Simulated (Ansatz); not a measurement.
# KRe3Pt2: the cost of one run

Program: Ansatz 0.2.0. Level of theory: DFT PBE, scalar-relativistic, plane waves, PAW. These are calculated values, not measurements.

## Step 1: Starting point

It takes space group P6/mmm (No. 191, hexagonal). Conventional cell: a = 5.881 Å, b = 5.881 Å, c = 3.917 Å, α = 90.00°, β = 90.00°, γ = 120.00°. Around K (site symmetry 6/mmm) lie 12 Re at 3.53 Å and 2 K at 3.92 Å and 12 Pt at 3.92 Å. Around Re (site symmetry mmm) lie 2 Pt at 1.70 Å. Around Pt (site symmetry -6m2) lie 3 Re at 1.70 Å.

Structure file:

```xyz
6
Lattice="5.8809 0.0000 0.0000 -2.9405 5.0930 0.0000 0.0000 0.0000 3.9168" Properties=species:S:1:pos:R:3 pbc="T T T"
K     0.0000    0.0000    0.0000
Re    2.9405    0.0000    1.9584
Re   -1.4702    2.5465    1.9584
Re    1.4702    2.5465    1.9584
Pt    0.0000    3.3953    1.9584
Pt    2.9405    1.6977    1.9584
```

Recipe of the guess: random cell by space group and Wyckoff sites (P6/mmm, No. 191). Lengths come from tabulated atomic sizes and are only a guess.

## Step 2: A first look at the guess

File input.yaml:

```yaml
crystal:
  lattice:
    - [5.88091312, 0.0, 0.0]
    - [-2.94045656, 5.09302016, 0.0]
    - [0.0, 0.0, 3.91680987]
  atoms:
    - { symbol: K, position: [0.0, 0.0, 0.0] }
    - { symbol: Re, position: [0.5, 0.0, 0.5] }
    - { symbol: Re, position: [0.0, 0.5, 0.5] }
    - { symbol: Re, position: [0.5, 0.5, 0.5] }
    - { symbol: Pt, position: [0.33333333, 0.66666667, 0.5] }
    - { symbol: Pt, position: [0.66666667, 0.33333333, 0.5] }
basis:
  ecutwfc: 420
kpoints:
  mp_grid: { grid: [3, 3, 4] }
hamiltonian:
  xc: pbe
scf:
  occupations: { method: gaussian, width: 0.1 }
  lower_state_search: "off"
output:
  forces: true
  stress: true
  eigenvalues: true
```

Launch:

```sh
> ansatz run input.yaml --threads 1 --pin off --max-ram 2560MiB --backend cpu --events-out ev --progress --plain --runs-dir out
```

Q: Estimate wall time and peak memory on 1 thread of Intel Xeon at 2.80GHz (Skylake/Cascade Lake), shared host.

About 3.8 s, with a peak of 0.46 GiB.
